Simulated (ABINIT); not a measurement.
# HfC3 (I4/mmm) in ABINIT: single point with LDA-PZ

Aim: the single point of HfC3 with LDA-PZ.

All numbers are computed with ABINIT 10.8.3 (patched build); they aren't measurements. Logs are shortened: lines on timing, memory, paths and dates and some standing lists are left out, and cuts for length are marked. The log counts tension as positive stress, the text compression.

### Step 1. The structure

The structure is tetragonal, space group I4/mmm (No. 139). The conventional cell has a = 3.151 Å, b = 3.151 Å, c = 7.892 Å, α = 90.00°, β = 90.00°, γ = 90.00°. Around Hf (site symmetry 4/mmm) lie 12 C at 2.23 to 2.52 Å. C (site symmetry -4m2) has 8 C at 2.23 to 2.52 Å and 4 Hf at 2.52 Å as nearest neighbours. Around C (site symmetry 4/mmm) lie 4 Hf at 2.23 Å and 8 C at 2.52 Å.

The cell was built by a generator and needn't be a form met in nature.

### Step 2. Single point, LDA-PZ

The input, run.abi:

```
# Pseudopotentials
pp_dirpath "./"
pseudos "Hf.upf, C.upf"

# Structure
acell 8.5636339172 8.5636339172 8.5636339172
rprim
    -0.3476392929     0.3476392929     0.8708006914
     0.3476392929    -0.3476392929     0.8708006914
     0.3476392929     0.3476392929    -0.8708006914
ntypat 2
znucl 72 6
natom 4
typat 1 2 2 2
xred
     0.0000000000     0.0000000000     0.0000000000
     0.7500000000     0.2500000000     0.5000000000
     0.2500000000     0.7500000000     0.5000000000
     0.5000000000     0.5000000000     0.0000000000

# Plane-wave basis
ecut 66.0

# k points
kptopt 1
ngkpt 9 9 9
nshiftk 1
shiftk 0.0 0.0 0.0

# Exchange and correlation
ixc 2

# Bands and occupations
nband 23
occopt 3
tsmear 0.05 eV

# SCF cycle
nstep 100
tolvrs 1.0e-10

# Output
iomode 3
prtwf 0
prtden 0
prteig 0
prtebands 0
```

Potentials or basis: PseudoDojo NC SR LDA v0.4 stringent.

On the command line:

```console
mpirun --bind-to none -np 4 abinit run.abi > log 2>&1
```

run.abo:

```text
.Version 10.8.3 of ABINIT
 Symmetries : space group I4/m m m (#139); Bravais tI (body-center tetrag.)
================================================================================
 Values of the parameters that define the memory need of the present run
     intxc =       0    ionmov =       0      iscf =       7    lmnmax =       8
     lnmax =       8     mgfft =      64  mpssoang =       4    mqgrid =    3001
     natom =       4  nloc_mem =       1    nspden =       1   nspinor =       1
    nsppol =       1      nsym =      16    n1xccc =    2501    ntypat =       2
    occopt =       3   xclevel =       1
       mpw =        6807          nfft =      262144          nkpt =          75
================================================================================
================================================================================

--------------------------------------------------------------------------------
------------- Echo of variables that govern the present computation ------------
--------------------------------------------------------------------------------
 -outvars: echo values of preprocessed input variables --------
            acell      8.5636339172E+00  8.5636339172E+00  8.5636339172E+00 Bohr
              amu      1.78490000E+02  1.20110000E+01
             ecut      6.60000000E+01 Hartree
                       outvar_i_n : Printing only first  50 k-points.
              ixc           2
                       outvar_i_n : Printing only first  50 k-points.
         kptrlatt        9    0    0      0    9    0      0    0    9
          kptrlen      5.35870015E+01
            natom           4
            nband          23
            ngfft          64      64      64
             nkpt          75
            nstep         100
             nsym          16
           ntypat           2
                       prtocc : prtvol=0, do not print more k-points.
           occopt           3
           prtden           0
        prtebands           0
           prteig           0
            prtwf           0
            rprim     -3.4763929290E-01  3.4763929290E-01  8.7080069140E-01
                       3.4763929290E-01 -3.4763929290E-01  8.7080069140E-01
                       3.4763929290E-01  3.4763929290E-01 -8.7080069140E-01
          spgroup         139
           tolvrs      1.00000000E-10
           tsmear      1.83746611E-03 Hartree
            typat      1  2  2  2
                       outvars : Printing only first  50 k-points.
           xangst      0.0000000000E+00  0.0000000000E+00  0.0000000000E+00
                      -8.7451712483E-17  1.5753899990E+00  1.9730949987E+00
                       1.5753899990E+00 -8.7451712483E-17  1.9730949987E+00
                      -2.6598058823E-17 -2.6598058823E-17  3.9461899975E+00
            xcart      0.0000000000E+00  0.0000000000E+00  0.0000000000E+00
                      -1.6525978584E-16  2.9770556396E+00  3.7286091680E+00
                       2.9770556396E+00 -1.6525978584E-16  3.7286091680E+00
                      -5.0263046657E-17 -5.0263046657E-17  7.4572183360E+00
             xred      0.0000000000E+00  0.0000000000E+00  0.0000000000E+00
                       7.5000000000E-01  2.5000000000E-01  5.0000000000E-01
                       2.5000000000E-01  7.5000000000E-01  5.0000000000E-01
                       5.0000000000E-01  5.0000000000E-01 -1.6883475736E-17
            znucl       72.00000    6.00000

================================================================================

 chkinp: Checking input parameters for consistency.

================================================================================
== DATASET  1 ==================================================================

--- !DatasetInfo
iteration_state: {dtset: 1, }
dimensions: {natom: 4, nkpt: 75, mband: 23, nsppol: 1, nspinor: 1, nspden: 1, mpw: 6807, }
cutoff_energies: {ecut:  66.0, pawecutdg:  -1.0, }
electrons: {nelect:   3.80000000E+01, charge:   0.00000000E+00, occopt:   3.00000000E+00, tsmear:   1.83746611E-03, }
meta: {optdriver: 0, ionmov: 0, optcell: 0, iscf: 7, paral_kgb: 0, }
...

 Exchange-correlation functional for the present dataset will be:
  LDA: Perdew-Zunger-Ceperley-Alder - ixc=2
  J.P.Perdew and A.Zunger, PRB 23, 5048 (1981)

 Real(R)+Recip(G) space primitive vectors, cartesian coordinates (Bohr,Bohr^-1):
 R(1)= -2.9770556  2.9770556  7.4572183  G(1)=  0.0000000  0.1679512  0.0670491
 R(2)=  2.9770556 -2.9770556  7.4572183  G(2)=  0.1679512  0.0000000  0.0670491
 R(3)=  2.9770556  2.9770556 -7.4572183  G(3)=  0.1679512  0.1679512  0.0000000
 Unit cell volume ucvol=  2.6436914E+02 bohr^3
 Angles (23,13,12)=  1.39314017E+02  1.39314017E+02  5.88963626E+01 degrees

 getcut: wavevector=  0.0000  0.0000  0.0000  ngfft=  64  64  64
         ecut(hartree)=     66.000   => boxcut(ratio)=   2.04393

--- Pseudopotential description ------------------------------------------------
- pspini: atom type   1  psp file is ./Hf.upf
12 -1012 3 -1 1618                            pspcod,pspxc,lmax,lloc,mmax
     nproj     2     2     2     2

- pspini: atom type   2  psp file is ./C.upf
12 -1012 1 -1 1234                            pspcod,pspxc,lmax,lloc,mmax
     nproj     2     2     0     0

   1.83997184E+03                                ecore*ucvol(ha*bohr**3)
--------------------------------------------------------------------------------

================================================================================

--- !BeginCycle
iteration_state: {dtset: 1, }
solver: {iscf: 7, nstep: 100, nline: 4, wfoptalg: 0, }
tolerances: {tolvrs: 1.00E-10, }
...

     iter   Etot(hartree)      deltaE(h)  residm     vres2
 ETOT  1  -239.47729385933    -2.395E+02 4.455E-01 8.857E+05
 ETOT  2  -213.41582632727     2.606E+01 1.431E+01 2.317E+06
 ETOT  3  -273.22905312837    -5.981E+01 7.018E-01 7.217E+05
 ETOT  4  -281.58859852120    -8.360E+00 7.955E-02 5.204E+05
 ETOT  5  -282.37168712765    -7.831E-01 1.412E-01 4.970E+05
 ETOT  6  -286.11609104442    -3.744E+00 2.491E-02 3.919E+05
 ETOT  7  -300.67344305712    -1.456E+01 7.642E-02 2.737E+04
 ETOT  8  -300.92383884382    -2.504E-01 8.006E-01 2.477E+04
 ETOT  9  -300.56913435261     3.547E-01 3.273E-02 3.811E+04
 ETOT 10  -302.03419226110    -1.465E+00 9.202E-02 3.723E+02
 ETOT 11  -301.93378912207     1.004E-01 2.279E-01 4.308E+03
 ETOT 12  -302.03032766666    -9.654E-02 9.932E-02 1.030E+03
 ETOT 13  -302.06023994710    -2.991E-02 3.527E-02 1.186E+02
 ETOT 14  -302.05640922577     3.831E-03 9.001E-03 2.655E+02
 ETOT 15  -302.01743155310     3.898E-02 1.316E-02 1.598E+03
 ETOT 16  -302.04868830801    -3.126E-02 1.408E-02 5.519E+02
 ETOT 17  -302.06464464701    -1.596E-02 1.067E-02 2.063E+01
 ETOT 18  -302.06539965959    -7.550E-04 7.127E-03 6.459E-01
 ETOT 19  -302.06541954544    -1.989E-05 3.264E-03 9.085E-03
 ETOT 20  -302.06541986148    -3.160E-07 4.060E-03 2.845E-05
 ETOT 21  -302.06541986591    -4.433E-09 7.235E-03 1.341E-05
 ETOT 22  -302.06541986656    -6.465E-10 2.786E-03 5.253E-07
 ETOT 23  -302.06541986660    -3.791E-11 4.361E-03 3.895E-08
 ETOT 24  -302.06541986657     2.689E-11 4.425E-03 8.597E-10
 ETOT 25  -302.06541986661    -3.922E-11 2.769E-03 5.484E-11

 At SCF step   25       vres2   =  5.48E-11 < tolvrs=  1.00E-10 =>converged.

 Cartesian components of stress tensor (hartree/bohr^3)
  sigma(1 1)=  3.99600458E-04  sigma(3 2)=  0.00000000E+00
  sigma(2 2)=  3.99600458E-04  sigma(3 1)=  0.00000000E+00
  sigma(3 3)=  4.05508531E-04  sigma(2 1)=  0.00000000E+00

--- !ResultsGS
iteration_state: {dtset: 1, }
comment   : Summary of ground state results
lattice_vectors:
- [ -2.9770556,   2.9770556,   7.4572183, ]
- [  2.9770556,  -2.9770556,   7.4572183, ]
- [  2.9770556,   2.9770556,  -7.4572183, ]
lattice_lengths: [   8.56363,    8.56363,    8.56363, ]
lattice_angles: [139.314, 139.314,  58.896, ] # degrees, (23, 13, 12)
lattice_volume:   2.6436914E+02
convergence: {deltae: -3.922E-11, res2:  5.484E-11, residm:  2.769E-03, diffor: null, }
etotal    :  -3.02065420E+02
entropy   :   0.00000000E+00
fermie    :   4.04402025E-01
cartesian_stress_tensor: # hartree/bohr^3
- [  3.99600458E-04,   0.00000000E+00,   0.00000000E+00, ]
- [  0.00000000E+00,   3.99600458E-04,   0.00000000E+00, ]
- [  0.00000000E+00,   0.00000000E+00,   4.05508531E-04, ]
pressure_GPa:  -1.1815E+01
xred      :
- [  0.0000E+00,   0.0000E+00,   0.0000E+00, Hf]
- [  7.5000E-01,   2.5000E-01,   5.0000E-01,  C]
- [  2.5000E-01,   7.5000E-01,   5.0000E-01,  C]
- [  5.0000E-01,   5.0000E-01,  -1.6883E-17,  C]
cartesian_forces: # hartree/bohr
- [ -2.31857706E-31,  -3.14664030E-31,  -9.25617651E-32, ]
- [  6.62450589E-32,   3.14664030E-31,   2.77685295E-31, ]
- [  3.97470354E-31,   3.14664030E-31,  -9.25617651E-32, ]
- [ -2.31857706E-31,  -3.14664030E-31,  -9.25617651E-32, ]
force_length_stats: {min:   4.01670422E-31, max:   5.15328841E-31, mean:   4.35883882E-31, }
...

 Integrated electronic density in atomic spheres:
 ------------------------------------------------
 Atom  Sphere_radius  Integrated_density
    1        2.00000         22.35513833
    2        2.00000          3.34881754
    3        2.00000          3.34881754
    4        2.00000          3.67748504
================================================================================

 ----iterations are completed or convergence reached----

 Mean square residual over all n,k,spin=   45.545E-07; max=  27.686E-04
 reduced coordinates (array xred) for    4 atoms
       0.000000000000      0.000000000000      0.000000000000
       0.750000000000      0.250000000000      0.500000000000
       0.250000000000      0.750000000000      0.500000000000
       0.500000000000      0.500000000000     -0.000000000000
 rms dE/dt=  1.6133E-30; max dE/dt=  0.0000E+00; dE/dt below (all hartree)
    1       0.000000000000      0.000000000000      0.000000000000
    2      -0.000000000000     -0.000000000000      0.000000000000
    3       0.000000000000      0.000000000000     -0.000000000000
    4       0.000000000000      0.000000000000      0.000000000000

 cartesian coordinates (angstrom) at end:
    1      0.00000000000000     0.00000000000000     0.00000000000000
    2     -0.00000000000000     1.57538999901362     1.97309499872950
    3      1.57538999901362    -0.00000000000000     1.97309499872950
    4     -0.00000000000000    -0.00000000000000     3.94618999745901

 cartesian forces (hartree/bohr) at end:
    1     -0.00000000000000    -0.00000000000000    -0.00000000000000
    2      0.00000000000000     0.00000000000000     0.00000000000000
    3      0.00000000000000     0.00000000000000    -0.00000000000000
    4     -0.00000000000000    -0.00000000000000    -0.00000000000000
 frms,max,avg= 2.5310621E-31 3.9747035E-31   0.000E+00  0.000E+00  0.000E+00 h/b

 cartesian forces (eV/Angstrom) at end:
    1     -0.00000000000000    -0.00000000000000    -0.00000000000000
    2      0.00000000000000     0.00000000000000     0.00000000000000
    3      0.00000000000000     0.00000000000000    -0.00000000000000
    4     -0.00000000000000    -0.00000000000000    -0.00000000000000
 frms,max,avg= 1.3015245E-29 2.0438747E-29   0.000E+00  0.000E+00  0.000E+00 e/A
 length scales=  8.563633917200  8.563633917200  8.563633917200 bohr
              =  4.531679908424  4.531679908424  4.531679908424 angstroms
 Fermi (or HOMO) energy (hartree) =   0.40440   Average Vxc (hartree)=  -0.49339
 Eigenvalues (hartree) for nkpt=  75  k points:
 kpt#   1, nband= 23, wtk=  0.00137, kpt=  0.0000  0.0000  0.0000 (reduced coord)
  -1.84467   -0.69904   -0.68846   -0.68846   -0.14761   -0.00186   -0.00128   -0.00034
  -0.00034    0.00153    0.00164    0.00164    0.06249    0.21496    0.24359    0.27322
   0.27322    0.29544    0.40477    0.40477    0.52423    0.56333    0.59941
      occupation numbers for kpt#   1
   2.00000    2.00000    2.00000    2.00000    2.00000    2.00000    2.00000    2.00000
   2.00000    2.00000    2.00000    2.00000    2.00000    2.00000    2.00000    2.00000
   2.00000    2.00000    0.90000    0.90000    0.00000    0.00000    0.00000
 prteigrs : prtvol=0 or 1, do not print more k-points.

--- !EnergyTerms
iteration_state     : {dtset: 1, }
comment             : Components of total free energy in Hartree
kinetic             :  2.08295689836477E+02
hartree             :  1.06614360107632E+02
xc                  : -4.65042680775813E+01
Ewald energy        : -1.90877384032884E+02
psp_core            :  6.95985872910903E+00
local_psp           : -3.06918203575147E+02
non_local_psp       : -7.96350515643675E+01
internal            : -3.02064998576762E+02
'-kT*entropy'       : -4.21289848886547E-04
total_energy        : -3.02065419866611E+02
total_energy_eV     : -8.21961881154476E+03
band_energy         : -4.74222354632353E+00
...

 Cartesian components of stress tensor (hartree/bohr^3)
  sigma(1 1)=  3.99600458E-04  sigma(3 2)=  0.00000000E+00
  sigma(2 2)=  3.99600458E-04  sigma(3 1)=  0.00000000E+00
  sigma(3 3)=  4.05508531E-04  sigma(2 1)=  0.00000000E+00

-Cartesian components of stress tensor (GPa)         [Pressure= -1.1815E+01 GPa]
- sigma(1 1)=  1.17566514E+01  sigma(3 2)=  0.00000000E+00
- sigma(2 2)=  1.17566514E+01  sigma(3 1)=  0.00000000E+00
- sigma(3 3)=  1.19304729E+01  sigma(2 1)=  0.00000000E+00

== END DATASET(S) ==============================================================
================================================================================

 -outvars: echo values of variables after computation  --------
            acell      8.5636339172E+00  8.5636339172E+00  8.5636339172E+00 Bohr
           etotal     -3.0206541987E+02
            fcart     -2.3185770628E-31 -3.1466402995E-31 -9.2561765120E-32
                       6.6245058937E-32  3.1466402995E-31  2.7768529536E-31
                       3.9747035362E-31  3.1466402995E-31 -9.2561765120E-32
                      -2.3185770628E-31 -3.1466402995E-31 -9.2561765120E-32
            rprim     -3.4763929290E-01  3.4763929290E-01  8.7080069140E-01
                       3.4763929290E-01 -3.4763929290E-01  8.7080069140E-01
                       3.4763929290E-01  3.4763929290E-01 -8.7080069140E-01
           strten      3.9960045800E-04  3.9960045800E-04  4.0550853090E-04
                       0.0000000000E+00  0.0000000000E+00  0.0000000000E+00
           xangst      0.0000000000E+00  0.0000000000E+00  0.0000000000E+00
                      -8.7451712483E-17  1.5753899990E+00  1.9730949987E+00
                       1.5753899990E+00 -8.7451712483E-17  1.9730949987E+00
                      -2.6598058823E-17 -2.6598058823E-17  3.9461899975E+00
             xred      0.0000000000E+00  0.0000000000E+00  0.0000000000E+00
                       7.5000000000E-01  2.5000000000E-01  5.0000000000E-01
                       2.5000000000E-01  7.5000000000E-01  5.0000000000E-01
                       5.0000000000E-01  5.0000000000E-01 -1.6883475736E-17
 Calculation completed.
```

Wall time 4 min (4 MPI ranks of Intel Xeon 6975P-C (Granite Rapids), shared host); peak memory 0.64 GiB.

Results:

| Quantity | Value |
| --- | --- |
| Free energy | -8219.6188 eV |
| Pressure | -11.8 GPa |
| Band gap on the k mesh | none (metal or under the smearing width) |
| Valence electrons inside the program's atomic spheres | Hf 22.36; C 3.35, 3.68 |

Stress tensor (GPa, compression positive):
```
-11.76   0.00   0.00
  0.00 -11.76   0.00
  0.00   0.00 -11.93
```

The run has no spin-orbit coupling, so splittings on Hf are missing.
